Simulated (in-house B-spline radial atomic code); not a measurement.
**Dy³⁺: excited configurations**

Aim: the energies of several excited configurations of Dy³⁺ above a reference configuration, each from its own self-consistent run.

Method: Dirac-Hartree-Fock, average of configuration, Fermi nucleus, basis-set limit. Code: in-house B-spline radial atomic code version 1.

### 1 The system

```
element       : dysprosium (Z = 66)
charge        : +3
electrons     : 63
configuration : [Xe] 4f9
Hamiltonian   : Dirac-Coulomb
nucleus       : Fermi, rms radius 5.222 fm
```

The outer shells:

[Xe] 4f9
```
[Xe] core
4f [↑↓][↑↓][↑ ][↑ ][↑ ][↑ ][↑ ]
```

The boxes draw the filling by Hund's rule, which heavy ions in jj coupling don't follow; these runs average over all states of the configuration.

Settings of the run:

```ini
Z = 66
electrons = 63.0
configuration = [Xe] 4f9
hamiltonian = dirac
method = hf
spin_polarised = False
nucleus = fermi
rms_radius = 5.2218
mass_number = 164
atomic_mass = 163.929180819
speed_of_light = 137.035999084
```

From the earlier run of the reference: total energy -12160.170008 hartree. Levels, eight at most:

| orbital | occupation | energy (eV) | <r> (bohr) |
| --- | --- | --- | --- |
| 4p3/2 | 4 | -350.39 | 0.5695 |
| 4d3/2 | 4 | -213.71 | 0.6033 |
| 4d5/2 | 6 | -206.61 | 0.6139 |
| 5s1/2 | 2 | -89.572 | 1.297 |
| 5p1/2 | 2 | -63.912 | 1.433 |
| 5p3/2 | 4 | -58.465 | 1.518 |
| 4f5/2 | 3.85714 | -46.519 | 0.7776 |
| 4f7/2 | 5.14286 | -45.535 | 0.7879 |

### 2 Run with [Kr] 4d9 4f9 5s2 5p6 8g1

Settings of the run:

```ini
Z = 66
electrons = 63.0
configuration = [Kr] 4d9 4f9 5s2 5p6 8g1
hamiltonian = dirac
method = hf
spin_polarised = False
nucleus = fermi
rms_radius = 5.2218
mass_number = 164
atomic_mass = 163.929180819
speed_of_light = 137.035999084
```

### 3 [Xe] 4f8 6d1

Changes to the settings of step 2:

```diff
@@ -2,3 +2,3 @@
 electrons = 63.0
-configuration = [Kr] 4d9 4f9 5s2 5p6 8g1
+configuration = [Xe] 4f8 6d1
 hamiltonian = dirac
```

### 4 Configuration [Kr] 4d10 4f9 5s2 5p5 6d1

Changes to the settings of step 3:

```diff
@@ -2,3 +2,3 @@
 electrons = 63.0
-configuration = [Xe] 4f8 6d1
+configuration = [Kr] 4d10 4f9 5s2 5p5 6d1
 hamiltonian = dirac
```

### 5 Run with [Kr] 4d10 4f9 5s2 5p5 9p1

Changes to the settings of step 4:

```diff
@@ -2,3 +2,3 @@
 electrons = 63.0
-configuration = [Kr] 4d10 4f9 5s2 5p5 6d1
+configuration = [Kr] 4d10 4f9 5s2 5p5 9p1
 hamiltonian = dirac
```

### 6 Run with [Kr] 4d9 4f9 5s2 5p6 9g1

Changes to the settings of step 5:

```diff
@@ -2,3 +2,3 @@
 electrons = 63.0
-configuration = [Kr] 4d10 4f9 5s2 5p5 9p1
+configuration = [Kr] 4d9 4f9 5s2 5p6 9g1
 hamiltonian = dirac
```

### 7 Configuration [Kr] 4d9 4f9 5s2 5p6 6d1

Changes to the settings of step 6:

```diff
@@ -2,3 +2,3 @@
 electrons = 63.0
-configuration = [Kr] 4d9 4f9 5s2 5p6 9g1
+configuration = [Kr] 4d9 4f9 5s2 5p6 6d1
 hamiltonian = dirac
```

**Question.** How far above the reference does each configuration lie (order and size, in eV)?

The runs gave:

| net move | configuration | energy above the reference (eV) | with Breit, QED, recoil (eV) | largest <r> (bohr) |
| --- | --- | --- | --- | --- |
| 4f → 6d | [Xe] 4f8 6d1 | 25.357 | 25.499 | 4.84 |
| 5p → 6d | [Kr] 4d10 4f9 5s2 5p5 6d1 | 44.502 | 44.432 | 4.90 |
| 5p → 9p | [Kr] 4d10 4f9 5s2 5p5 9p1 | 53.753 | 53.684 | 14.4 |
| 4d → 6d | [Kr] 4d9 4f9 5s2 5p6 6d1 | 186.56 | 186.45 | 4.84 |
| 4d → 8g | [Kr] 4d9 4f9 5s2 5p6 8g1 | 198.26 | 198.16 | 21.4 |
| 4d → 9g | [Kr] 4d9 4f9 5s2 5p6 9g1 | 198.98 | 198.87 | 27.8 |

Quantum defects of the promoted electron, δ = n − ζ/√(−2ε) with ζ = 4 and ε its orbital energy in hartree:

| promotion | δ |
| --- | --- |
| 4f → 6d | 2.203 |
| 5p → 6d | 2.180 |
| 5p → 9p | 2.797 |
| 4d → 6d | 2.205 |
| 4d → 8g | 0.009 |
| 4d → 9g | 0.010 |

What this shows: The energies run from 25.357 eV (4f → 6d) to 198.98 eV (4d → 9g). 4 of them lie more than 2 % above the ionisation threshold that Koopmans' theorem gives (45.535 eV), where such states can decay by emitting an electron. Of those tabulated, the defect is largest for 9p (2.80) and least for 8g (0.01): low angular momentum penetrates the core, high angular momentum stays outside it. Two partly filled shells share a symmetry and can mix in the average, which may lower the energy, for: 5p → 9p; 4d → 6d. These are averages over configurations, without correlation, not spectroscopic levels.
